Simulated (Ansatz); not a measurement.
# Br₂GeH₃N: a ladder of functionals and wavefunction methods

Aim: compute Br₂GeH₃N with functionals from several rungs and with coupled cluster. The yardstick is the atomisation energy at the CCSD(T) limit.

Method: functionals in def2-TZVPP, the program's frozen cores in correlated methods; program: Ansatz 0.2.0, Gaussian basis.

Plan: LDA (SPW92), PBE-D4, revPBE-D4, BLYP-D4, r2SCAN-D4, B97M-V, PBE0-D4, B3LYP-D4, r2SCANh-D4, r2SCAN0-D4, HSE06-D4, BHLYP-D4, CAM-B3LYP-D4, LC-ωPBE, ωB97X-V, ωB97M-V, B2PLYP, PBE-QIDH; CCSD(T)/def2-SVP; CCSD(T)/def2-TZVPP; MP2/def2-QZVPP; extrapolation to the limit; RPA on PBE.

## (1) The relaxed structure

All runs share one geometry, relaxed beforehand with PBE0-D4 in a triple-zeta def2 set.

SMILES `[NH2][GeH]([Br])[Br]`, 7 atoms, charge 0, spin multiplicity 1.

Atoms are counted from 1 here; the program's logs count them from 0.

Bond lengths: N1–Ge2 1.814 Å, N1–H5 1.011 Å, N1–H6 1.012 Å, Ge2–Br3 2.291 Å, Ge2–Br4 2.316 Å, Ge2–H7 1.528 Å. Angles: Ge2–N1–H5 113.6°, Ge2–N1–H6 114.2°, H5–N1–H6 109.2°, N1–Ge2–Br3 106.0°, N1–Ge2–Br4 113.6°, N1–Ge2–H7 111.6°, Br3–Ge2–Br4 107.8°, Br3–Ge2–H7 110.8°, Br4–Ge2–H7 107.0°.

Coordinates:

```mol
Br2GeH3N
  3D, bonds by distance, orders not assigned

  7  6  0  0  0  0  0  0  0  0999 V2000
   -0.3102    1.1548    0.2752 N   0  0
    0.4342   -0.4340   -0.1843 Ge  0  0
    0.9360   -1.4901    1.7856 Br  0  0
   -0.9880   -1.8129   -1.3842 Br  0  0
   -1.0136    1.0793    0.9979 H   0  0
   -0.6881    1.6771   -0.5047 H   0  0
    1.6910   -0.2421   -1.0311 H   0  0
  1  2  8  0
  2  3  8  0
  2  4  8  0
  1  5  8  0
  1  6  8  0
  2  7  8  0
M  END
```

## (2) LDA

This LDA is Slater exchange with PW92 correlation.

File in.yaml:

```yaml
crystal:
  periodic: [false, false, false]
  atoms:
    - {symbol: N, position_ang: [-0.310231, 1.154816, 0.275177]}
    - {symbol: Ge, position_ang: [0.434205, -0.434049, -0.184296]}
    - {symbol: Br, position_ang: [0.935986, -1.490142, 1.785569]}
    - {symbol: Br, position_ang: [-0.988039, -1.812937, -1.384211]}
    - {symbol: H, position_ang: [-1.013622, 1.079281, 0.997870]}
    - {symbol: H, position_ang: [-0.688058, 1.677118, -0.504737]}
    - {symbol: H, position_ang: [1.690957, -0.242088, -1.031072]}
basis:
  gaussian: {orbitals: def2-TZVPP}
hamiltonian: {xc: lda}
output: {orbitals: {seedname: orbitals}}
```

Run with:

```
$ ansatz run in.yaml --threads 4 --pin off --events-out ev --progress --plain --max-ram 10444MiB
```

After this run come: PBE-D4 (GGA); revPBE-D4 (GGA); BLYP-D4 (GGA); r2SCAN-D4 (meta-GGA); B97M-V (meta-GGA); PBE0-D4 (hybrid); B3LYP-D4 (hybrid); r2SCANh-D4 (hybrid); r2SCAN0-D4 (hybrid); HSE06-D4 (hybrid); BHLYP-D4 (hybrid); CAM-B3LYP-D4 (range-separated); LC-ωPBE (range-separated); ωB97X-V (range-separated); ωB97M-V (range-separated); B2PLYP (double hybrid); PBE-QIDH (double hybrid); CCSD(T) in def2-SVP; CCSD(T) in def2-TZVPP; MP2 in def2-QZVPP; RPA on PBE orbitals.

**Question.** What will the summary of the whole plan be? Wanted: atomisation energy, CCSD(T)/CBS; farthest beyond LDA; mean size of error, GGA; mean size of error, meta-GGA; mean size of error, hybrid; mean size of error, range-separated; mean size of error, double hybrid; gap, smallest and largest; T1 diagnostic.

**Answer**, as computed:

| quantity | value |
| --- | --- |
| atomisation energy, CCSD(T)/CBS | 2037.2 kJ/mol |
| functionals within 20.4 kJ/mol (1.0 %) | PBE-D4, r2SCAN-D4, B97M-V, ωB97X-V |
| farthest beyond LDA | BHLYP-D4 (-92.7 kJ/mol) |
| mean size of error, GGA | 33.8 kJ/mol |
| mean size of error, meta-GGA | 12.5 kJ/mol |
| mean size of error, hybrid | 42.4 kJ/mol |
| mean size of error, range-separated | 32.1 kJ/mol |
| mean size of error, double hybrid | 42.6 kJ/mol |
| gap, smallest and largest | 4.61 eV (LDA (SPW92)), 12.01 eV (LC-ωPBE) |
| T1 diagnostic | 0.0085 |
| triples share of the correlation energy | 3.5 % |

What this shows: LDA overbinds by 302.7 kJ/mol (15 %). PBE-D4 misses by +14.1 kJ/mol. Double hybrids carry the basis error of their MP2 part in triple zeta, and no dispersion term here, so their miss is partly the set-up's. By mean error the best rung here is meta-GGA (12.5 kJ/mol) and the worst beyond LDA is double hybrid (42.6 kJ/mol). hybrid functionals lie within the reference's doubt of that worst mean (42.4 kJ/mol), so those two tie. The reference freezes the cores and leaves out relativity and excitations past (T), and its outer-core shells are covered unevenly, so misses under about 20.4 kJ/mol can't be ranked. All levels share the lack of spin-orbit coupling, which lowers the free heavy atoms and so the true binding. Hartree-Fock recovers 67 % of the binding; the rest is correlation. CCSD(T) in def2-SVP is off by -197.0 kJ/mol, worse than the median functional, from the basis alone. Orbital gaps span 4.6 to 12.0 eV; exact exchange widens them. Correlated methods include outer-core shells of Br, Ge, which these sets cover unevenly.
